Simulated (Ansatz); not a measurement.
# Y8CO: the cost of one run

Computed with Ansatz 0.2.0 (DFT PBE, scalar-relativistic, plane waves, PAW, unless a step's input says otherwise).

14 further runs of the same task are left out: 14 set aside as unsound or not needed.

## (1) Starting point

It takes space group P1 (No. 1, triclinic). The conventional cell has a = 5.674 Å, b = 7.313 Å, c = 21.998 Å, α = 90.00°, β = 90.00°, γ = 90.00°. Y (site symmetry 1) is surrounded by 8 Y at 3.42 to 3.66 Å. Y (site symmetry 1) is surrounded by 10 Y at 3.38 to 3.66 Å. Around Y (site symmetry 1) lie 8 Y at 3.46 to 3.66 Å. Y (site symmetry 1) is surrounded by 1 C at 2.36 Å. Only part of the 10 independent sites is listed.

Coordinates:

```xyz
10
Lattice="7.3130 0.0000 0.0000 0.0000 5.6740 0.0000 0.0000 0.0000 21.9981" Properties=species:S:1:pos:R:3 pbc="T T T"
Y     0.0000    4.2555    4.0000
Y     3.6565    4.2555    4.0000
Y     1.8282    1.4185    5.0555
Y     5.4847    1.4185    5.0555
Y     1.8282    4.2555    6.8874
Y     5.4847    4.2555    6.8874
Y     0.0000    1.4185    7.9981
Y     3.6565    1.4185    7.9981
C     3.6565    1.4185   10.3581
O     4.2007    2.2629   10.9381
```

This is the geometry of the first run shown, built on a cell relaxed beforehand with the same method.

## (2) The scan

Atoms count from 1 in the order of the input.

CO stands on one site of a rigid substrate while its tilt and height are varied at a fixed bond length.

First coordinate, tilt of the C9-O10 axis from the surface normal: 7 values from 0 to 90 °. Second coordinate, height of C9 above the plane of Y7: 6 values from 2.36 to 3.91 Å.

Nothing else is relaxed. Points are written as (first, second).

## (3) Point (60°, 2.36 Å)

The cell repeats along c, and a dipole correction in the vacuum removes the field between the copies.

File input.yaml:

```yaml
crystal:
  lattice:
    - [7.3129608291, 0.0, 0.0]
    - [0.0, 5.6740148963, 0.0]
    - [0.0, 0.0, 21.9980757826]
  atoms:
    - { symbol: "Y", position: [0.0, 0.75, 0.1818340858] }
    - { symbol: "Y", position: [0.5, 0.75, 0.1818340858] }
    - { symbol: "Y", position: [0.25, 0.25, 0.2298171451] }
    - { symbol: "Y", position: [0.75, 0.25, 0.2298171451] }
    - { symbol: "Y", position: [0.25, 0.75, 0.3130925676] }
    - { symbol: "Y", position: [0.75, 0.75, 0.3130925676] }
    - { symbol: "Y", position: [0.0, 0.25, 0.3635806996] }
    - { symbol: "Y", position: [0.5, 0.25, 0.3635806996] }
    - { symbol: C, position: [0.5, 0.25, 0.4708628102] }
    - { symbol: O, position: [0.5744125697, 0.3988251394, 0.4972287527] }
basis:
  ecutwfc: 420
kpoints:
  mp_grid: { grid: [4, 5, 1] }
hamiltonian:
  xc: pbe
scf:
  occupations: { method: gaussian, width: 0.1 }
output:
  forces: true
  eigenvalues: true
efield:
  axis: 3
  dipole_correction: true
  ramp_width: 0.04
```

Launch:

```console
$ ansatz run input.yaml --threads 4 --pin off --max-ram 12288MiB --backend cpu --events-out ev --progress --plain --runs-dir out
```

Q: Estimate wall time and peak memory on 4 threads of Intel Xeon Platinum 8488C (Sapphire Rapids), shared host.

About 8.8 s, with a peak of 1.6 GiB.
